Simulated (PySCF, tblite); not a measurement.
# C2H13PSi3: geometry, infrared bands and NMR shifts

What infrared bands and NMR shifts should C2H13PSi3 (`C[Si@]([SiH3])(P)C[SiH3]`) show?

The runs use tblite 0.8.0 and PySCF 2.14.0, with density-fitted response routines of our own; the level of theory stands in each step. All values are computed, except where a source is named. Atoms are numbered from 0 throughout.

## (1) The starting structure

19 atoms, charge 0, multiplicity 1; geometry from: force field or distance geometry start.

Bonds of the start (Å): C0–Si1 1.84, Si1–Si2 2.33, Si1–P3 2.26, Si1–C4 1.86, C4–Si5 1.85, C0–H6 1.09, C0–H7 1.09, C0–H8 1.09, Si2–H9 1.47, Si2–H10 1.50, Si2–H11 1.49, P3–H12 1.43, P3–H13 1.41, C4–H14 1.11, C4–H15 1.10, Si5–H16 1.48, Si5–H17 1.48, Si5–H18 1.49.

## (2) Optimising the geometry with GFN2-xTB

The job: settings as JSON, then the geometry in Å.

```
{"job": {"kind": "relax", "xc": "GFN2-xTB", "basis": "xTB"}, "charge": 0, "multiplicity": 1}
C     -0.299400     0.864300    -1.800900
Si    -0.464600     0.364400    -0.033600
Si    -1.196000    -1.843100     0.092400
P     -2.071700     1.685400     0.858100
C      1.051100     0.661000     1.009800
Si     2.485600    -0.277500     0.322200
H      0.394500     0.231600    -2.349200
H     -1.265300     0.812200    -2.312500
H      0.054500     1.895100    -1.885100
H     -0.243800    -2.732200    -0.598400
H     -2.535600    -1.949900    -0.572200
H     -1.330400    -2.247100     1.515600
H     -2.280100     0.938600     2.065100
H     -3.164900     1.111900     0.173000
H      1.286200     1.740800     1.013100
H      0.871200     0.373200     2.055600
H      2.240400    -1.733800     0.396100
H      2.754200     0.093500    -1.086100
H      3.704300     0.021000     1.129600
```

Started as:

```sh
OMP_NUM_THREADS=1 python probes_run.py task.json out
```

This one command runs all jobs of the session in turn.

**Question.** This job is followed by: GFN2-xTB harmonic vibrations, gas phase; GIAO PBE0/pcSseg-1 NMR shielding, non-relativistic, gas phase. What will the session give for the following? strongest single infrared mode (GFN2-xTB); zero-point energy (GFN2-xTB); 13C shifts against TMS (PBE0/pcSseg-1); 1H shifts against TMS (PBE0/pcSseg-1, means over atoms taken as alike); 29Si shifts against TMS (PBE0/pcSseg-1); 31P shifts against H3PO4 (PBE0/pcSseg-1); surface potential, 1st and 99th percentile.

As calculated:

| quantity | value |
| --- | --- |
| strongest single infrared mode (GFN2-xTB) | 760 cm⁻¹, 504 km/mol |
| zero-point energy (GFN2-xTB) | 81.0 kcal/mol |
| 13C shifts against TMS (PBE0/pcSseg-1) | 0.6, -3.8 ppm |
| 1H shifts against TMS (PBE0/pcSseg-1, means over atoms taken as alike) | 3.97, 3.48, 1.05, 0.37, 0.08, -0.10 ppm |
| 29Si shifts against TMS (PBE0/pcSseg-1) | -17.9, -77.4, -111.7 ppm |
| 31P shifts against H3PO4 (PBE0/pcSseg-1) | -279.0 ppm |
| surface potential, 1st and 99th percentile | -0.85 V and 0.96 V |

**Reading.** Over 61 steps the energy fell by 0.271 eV; of the close pairs, C0–Si1 changed most, 1.844 to 1.913 Å. No mode is imaginary among the 51: a minimum at this level. The strongest single mode, at 760 cm⁻¹, has its largest shares on H11, H9 and H10 (the list is cut at 3 atoms). GFN2-xTB is a fitted tight-binding method: band positions and strengths are rough. Its intensities can rank the bands wrongly. At PBE0/pcSseg-1: Shielding is most anisotropic at P3 (span 123 ppm, paramagnetic term -371 ppm).
